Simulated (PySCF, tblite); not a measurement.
**C₆H₁₁O radical: geometry, infrared bands and EPR parameters**

What infrared bands and EPR parameters should C₆H₁₁O radical (`C=C(C)[CH]CCO`) show?

The runs use tblite 0.8.0 and PySCF 2.14.0, with density-fitted response routines of our own; the level of theory stands in each step. All values are computed, except where a source is named. Atoms count from 0, in the outputs and in this text.

## 1. Starting geometry

18 atoms, charge 0, multiplicity 2; geometry from: force field or distance geometry start.

Bonds of the start (Å): C0–C1 1.33, C1–C2 1.50, C1–C3 1.45, C3–C4 1.51, C4–C5 1.53, C5–O6 1.42, C0–H7 1.09, C0–H8 1.09, C2–H9 1.09, C2–H10 1.09, C2–H11 1.11, C3–H12 1.09, C4–H13 1.09, C4–H14 1.09, C5–H15 1.09, C5–H16 1.10, O6–H17 0.97.

## 2. Geometry optimisation with GFN2-xTB

Job settings and geometry (Å):

```
{"job": {"kind": "relax", "xc": "GFN2-xTB", "basis": "xTB"}, "charge": 0, "multiplicity": 2}
C     -1.901600     1.524500     0.522800
C     -1.172300     0.436500     0.290000
C     -1.694400    -0.713900    -0.515000
C      0.163800     0.352900     0.853500
C      1.148100    -0.751000     0.569700
C      2.233900    -0.290000    -0.409500
O      1.721900    -0.120500    -1.726400
H     -2.908300     1.626400     0.125200
H     -1.542800     2.359500     1.116600
H     -1.087200    -0.883200    -1.399300
H     -1.738800    -1.631500     0.074200
H     -2.726800    -0.520200    -0.869100
H      0.507800     1.160900     1.503800
H      1.623600    -1.042300     1.505800
H      0.649000    -1.631000     0.167800
H      3.026700    -1.043400    -0.447400
H      2.696600     0.657400    -0.085600
H      0.992100     0.515300    -1.661300
```

Command:

```sh
> OMP_NUM_THREADS=1 python probes_run.py task.json out
```

This one command runs all jobs of the session in turn.

Log:

```text
step      E/eV     max force
  0    -610.29933    3.011
  1    -610.40392    1.071
  2    -610.42316    0.425
  3    -610.43276    0.230
  4    -610.44040    0.268
  5    -610.44502    0.171
  6    -610.44707    0.118
  7    -610.44836    0.083
  8    -610.44930    0.078
  9    -610.44997    0.059
 10    -610.45052    0.058
 11    -610.45103    0.053
 12    -610.45147    0.051
 13    -610.45182    0.051
 14    -610.45212    0.045
 15    -610.45247    0.051
 16    -610.45286    0.055
 17    -610.45316    0.036
 18    -610.45335    0.027
 19    -610.45349    0.031
 20    -610.45366    0.034
 21    -610.45385    0.036
 22    -610.45405    0.030
 23    -610.45425    0.031
 24    -610.45447    0.033
 25    -610.45469    0.036
 26    -610.45487    0.036
 27    -610.45503    0.032
 28    -610.45520    0.033
 29    -610.45543    0.034
 30    -610.45566    0.035
 31    -610.45587    0.035
 32    -610.45605    0.034
 33    -610.45625    0.031
 34    -610.45646    0.034
 35    -610.45663    0.040
 36    -610.45676    0.038
 37    -610.45689    0.030
 38    -610.45701    0.029
 39    -610.45712    0.023
 40    -610.45718    0.020
 41    -610.45723    0.018
 42    -610.45728    0.017
 43    -610.45732    0.015
 44    -610.45736    0.014
 45    -610.45739    0.017
 46    -610.45743    0.018
 47    -610.45748    0.023
 48    -610.45753    0.020
 49    -610.45757    0.015
 50    -610.45761    0.013
 51    -610.45764    0.014
 52    -610.45767    0.012
 53    -610.45769    0.011
 54    -610.45771    0.009
```

Run time: 0.23 s. Hardware: 1 thread of Arm Neoverse V2, shared host.

The steps of the relaxation: (not every step is listed)

| step | energy from step 0 (eV) | largest force (eV/Å) |
| --- | --- | --- |
| 0 | 0.0000 | 3.0113 |
| 1 | -0.1046 | 1.0712 |
| 2 | -0.1238 | 0.4250 |
| 3 | -0.1334 | 0.2302 |
| 4 | -0.1411 | 0.2680 |
| 5 | -0.1457 | 0.1709 |
| 6 | -0.1477 | 0.1176 |
| 7 | -0.1490 | 0.0832 |
| 8 | -0.1500 | 0.0779 |
| 12 | -0.1521 | 0.0513 |
| 16 | -0.1535 | 0.0555 |
| 20 | -0.1543 | 0.0336 |
| 24 | -0.1551 | 0.0329 |
| 28 | -0.1559 | 0.0332 |
| 32 | -0.1567 | 0.0338 |
| 36 | -0.1574 | 0.0385 |
| 40 | -0.1578 | 0.0196 |
| 44 | -0.1580 | 0.0136 |
| 48 | -0.1582 | 0.0199 |
| 49 | -0.1582 | 0.0151 |
| 50 | -0.1583 | 0.0127 |
| 51 | -0.1583 | 0.0145 |
| 52 | -0.1583 | 0.0124 |
| 53 | -0.1584 | 0.0112 |
| 54 | -0.1584 | 0.0093 |

Distances of close pairs at the start and the end, largest changes first:

| bond | before (Å) | after (Å) | change (Å) |
| --- | --- | --- | --- |
| C1–C3 | 1.452 | 1.388 | -0.065 |
| C0–C1 | 1.330 | 1.373 | +0.042 |
| C2–H11 | 1.108 | 1.087 | -0.022 |
| C3–C4 | 1.506 | 1.485 | -0.021 |
| C5–O6 | 1.423 | 1.404 | -0.019 |
| C0–H7 | 1.087 | 1.075 | -0.013 |
| C4–C5 | 1.533 | 1.545 | +0.012 |
| C3–H12 | 1.093 | 1.081 | -0.011 |

The final coordinates are the input of the step that follows.

## 3. Vibrational analysis with GFN2-xTB

Job settings and geometry (Å):

```
{"job": {"kind": "ir", "xc": "GFN2-xTB", "basis": "xTB"}, "charge": 0, "multiplicity": 2}
C     -1.930139     1.512899     0.536520
C     -1.129683     0.423623     0.297884
C     -1.670847    -0.714480    -0.526700
C      0.156493     0.359809     0.815354
C      1.131339    -0.739193     0.595247
C      2.215214    -0.315064    -0.421141
O      1.683584    -0.066767    -1.696650
H     -2.930544     1.571951     0.148739
H     -1.583301     2.343063     1.125915
H     -1.015994    -0.934876    -1.367369
H     -1.757266    -1.613520     0.082299
H     -2.656201    -0.468299    -0.912826
H      0.513617     1.202595     1.391259
H      1.640455    -0.979446     1.532443
H      0.640932    -1.637128     0.220908
H      2.939135    -1.122067    -0.553216
H      2.743259     0.572621    -0.042551
H      1.001188     0.610595    -1.610251
```

Log:

```text
mode    cm-1     km/mol
  1      49.5      1.72
  2      80.7      1.82
  3     141.4      2.10
  4     160.8      0.81
  5     249.2      7.44
  6     310.8     15.21
  7     391.3     95.69
  8     422.1     82.37
  9     463.6      0.38
 10     486.1      2.17
 11     505.6      3.20
 12     539.4      0.33
 13     727.8      4.61
 14     762.9     35.00
 15     841.8      3.82
 16     891.8      6.65
 17     916.4      4.79
 18     961.3      6.62
 19    1005.1      8.77
 20    1037.5      2.36
 21    1046.3     33.66
 22    1075.2     81.79
 23    1126.1      3.02
 24    1166.3     21.84
 25    1183.6     10.67
 26    1268.1      4.49
 27    1306.9     17.56
 28    1314.6     13.76
 29    1342.6     72.61
 30    1374.1      3.09
 31    1408.9      8.10
 32    1445.5      5.25
 33    1468.8      6.72
 34    1479.2      0.00
 35    1488.3      7.56
 36    1490.9      4.29
 37    1504.1      4.07
 38    2869.7     70.23
 39    2952.5     34.85
 40    2981.5     41.21
 41    3012.0     23.86
 42    3014.8     18.47
 43    3029.2     13.47
 44    3051.4     25.49
 45    3065.6     51.77
 46    3115.5     21.63
 47    3149.8     40.48
 48    3512.7     12.79
```

It took 0.41 s on 1 thread of Arm Neoverse V2, shared host.

The strongest bands and the atoms that carry them (share of the mass-weighted mode):

| cm⁻¹ | km/mol | atoms |
| --- | --- | --- |
| 391 | 95.7 | H17 47 %, C0 11 % |
| 422 | 82.4 | H17 28 %, O6 15 %, C0 11 % |
| 1075 | 81.8 | C5 26 %, O6 22 % |
| 1343 | 72.6 | H15 41 %, H17 19 %, C5 16 %, H16 16 % |
| 2870 | 70.2 | H16 93 % |
| 2982 | 41.2 | H15 92 % |
| 3066 | 51.8 | H12 91 % |
| 3150 | 40.5 | H7 60 %, H8 30 % |

## 4. g tensor and hyperfine couplings: B3LYP/pcH-1

The job, as its differences from that of step 3:

```diff
@@ -1,2 +1,2 @@
-{"job": {"kind": "ir", "xc": "GFN2-xTB", "basis": "xTB"}, "charge": 0, "multiplicity": 2}
+{"job": {"kind": "epr", "basis": "pcH-1"}, "charge": 0, "multiplicity": 2}
 C     -1.930139     1.512899     0.536520
```

Level: UKS B3LYP, pcH-1 on C H O, non-relativistic, mean-field spin-orbit, GIAO.

Log:

```text
UKS, coarse grid
  cycle   1  E = -310.33687564  |g| = 5.29e-01
  cycle   2  E = -310.23453552  |g| = 7.61e-01
  cycle   3  E = -310.44803626  |g| = 8.50e-02
  cycle   4  E = -310.45074202  |g| = 3.49e-02
  cycle   5  E = -310.45136440  |g| = 1.07e-02
  cycle   6  E = -310.45143138  |g| = 6.69e-03
  cycle   7  E = -310.45146507  |g| = 2.27e-03
  cycle   8  E = -310.45147188  |g| = 7.40e-04
UKS, final grid
  cycle   1  E = -310.45145574  |g| = 8.59e-04
  cycle   2  E = -310.45145543  |g| = 1.19e-03
  cycle   3  E = -310.45145610  |g| = 1.54e-04
  cycle   4  E = -310.45145611  |g| = 4.55e-05
  cycle   5  E = -310.45145611  |g| = 2.65e-05
E = -310.45145611 Eh   <S^2> = 0.7755 (exact 0.7500)
g shifts (ppm)      1          2          3
  rmc          -143       -143       -143
  gc              3         39         25
  oz_so         -41        535        885
  total        -181        430        767
hyperfine (MHz)  atom isotope    a_iso     a_fc   dipolar eigenvalues
    0   13C      52.41      52.41    -49.94    -48.12     98.06
    1   13C     -47.41     -47.41    -28.03     11.65     16.38
    2   13C       5.31       5.31     -0.99     -0.05      1.04
    3   13C      57.99      57.99    -52.44    -51.15    103.59
    4   13C     -22.04     -22.04     -1.60      0.66      0.94
    5   13C      52.42      52.42     -4.28     -3.80      8.08
    6   17O      -1.84      -1.84     -1.66      0.59      1.07
    7    1H     -40.52     -40.52    -24.51     -0.14     24.65
    8    1H     -38.16     -38.16    -20.58     -1.71     22.29
    9    1H     -14.88     -14.88     -2.03     -1.03      3.07
   10    1H     -17.89     -17.89     -2.13     -0.84      2.97
   11    1H      -2.19      -2.19     -2.08     -1.74      3.83
   12    1H     -39.75     -39.75    -21.34     -2.04     23.38
   13    1H      52.13      52.13     -3.35     -2.85      6.20
   14    1H       6.14       6.14     -3.17     -2.58      5.75
   15    1H       4.56       4.56     -2.56     -1.36      3.92
   16    1H      -2.80      -2.80     -3.42     -1.45      4.87
   17    1H      -0.42      -0.42     -4.36     -2.27      6.62
```

Wall time 64 s (1 thread of Arm Neoverse V2, shared host); peak memory 0.97 GiB.

Principal g values 2.00214, 2.00275, 2.00309; g(iso) = 2.00266, against 2.00232 for a free electron.

Mean a(iso) over the nuclei that a row names, and the largest dipolar term of the row (other rows stand at the frozen geometry):

| nuclei | isotope | a(iso) (MHz) | a(iso) (G, at g = 2.0023) | largest dipolar term (MHz) |
| --- | --- | --- | --- | --- |
| C3 | 13C | 58.0 | 20.7 | 103.6 |
| C5 | 13C | 52.4 | 18.7 | 8.1 |
| C0 | 13C | 52.4 | 18.7 | 98.1 |
| C1 | 13C | -47.4 | -16.9 | -28.0 |
| H7 | 1H | -40.5 | -14.5 | 24.7 |
| H12 | 1H | -39.7 | -14.2 | 23.4 |
| H8 | 1H | -38.2 | -13.6 | 22.3 |
| H13, H14 | 1H | 29.1 | 10.4 | 6.2 |
| C4 | 13C | -22.0 | -7.9 | -1.6 |
| H9, H10, H11 | 1H | -11.7 | -4.2 | 3.8 |
| C2 | 13C | 5.3 | 1.9 | 1.0 |
| O6 | 17O | -1.8 | -0.7 | -1.7 |
| H15, H16 | 1H | 0.9 | 0.3 | 4.9 |
| H17 | 1H | -0.4 | -0.1 | 6.6 |

Mulliken spin populations:

C0 0.66; C1 -0.26; C2 0.02; C3 0.67; C4 -0.05; C5 0.03; O6 0.00; H7 -0.03; H8 -0.03; H9 -0.01; H10 -0.01; H11 0.00; H12 -0.03; H13 0.02; H14 0.00; H15 0.01; H16 0.00; H17 0.00

In first order the couplings over 0.8 MHz of 1H give 288 distinct lines over 76.2 G, if the averaged nuclei exchange fast.

Orbitals, density, ELF and potential are computed afterwards from the orbital file.

ELF in a plane through or near 8 of the atoms.

Ten even steps from '0' (0.00) to '9' (1.00):
```
0000000000000000000000000000
0000000000000000000000000000
0000000000000000000100000000
0000000000000000027861000000
0000000000003530069994000000
0000017982006871079994000000
0000049997005761059973100000
0000039998104653253269982000
0000015997304777687289995000
0000356642512577467589995000
0003999924300013773002530000
0003999842100003665520000000
0001898410000168738997000000
0000021000000799968999500000
0000000000000799846999300000
0000000000000256300231000000
0000000000000000000000000000
0000000000000000000000000000
0000000000000000000000000000
0000000000000000000000000000
```
The map spans 11.7 Å across and 9.4 Å up, centred on the molecule. Atoms in the plane (x, y in Å): C0 (2.3, 1.0), C5 (-2.2, 0.1), H7 (3.2, 0.6), H8 (2.2, 2.1), H9 (0.6, -1.7), H11 (2.4, -1.5), H15 (-3.2, -0.4), H16 (-2.5, 1.1).

On the surface of density 0.002 e/bohr³ the electrostatic potential runs, from the 1st to the 99th percentile, from -1.64 V near O6 to 1.40 V near H17.

The spin density lies nearest to C0, C3 about 33 % each; C1 10 % (beta excess).

## 5. What came out

| quantity | value |
| --- | --- |
| strongest single infrared mode (GFN2-xTB) | 391 cm⁻¹, 96 km/mol |
| zero-point energy (GFN2-xTB) | 96.1 kcal/mol |
| g(iso) (B3LYP) | 2.00266 |
| ⟨S²⟩ | 0.776 (exact 0.75) |
| largest a(iso) (averaged by class) | 13C on C3, 58.0 MHz |
| surface potential, 1st and 99th percentile | -1.64 V and 1.40 V |

What this shows: Relaxing lowered the energy by 0.158 eV in 54 steps; the close pair that moved most is C1–C3, from 1.452 to 1.388 Å. All 48 modes are real, so the xTB geometry is a minimum. The strongest single mode, at 391 cm⁻¹, is spread over many atoms; the largest shares are those of H17, C0. Unscaled tight-binding wavenumbers are off by several per cent, some by more. Its intensities can rank the bands wrongly. The largest spin populations lie on C3 (0.67 e), C0 (0.66 e). The isotropic g lies 0.3 ppt above the free-electron value.
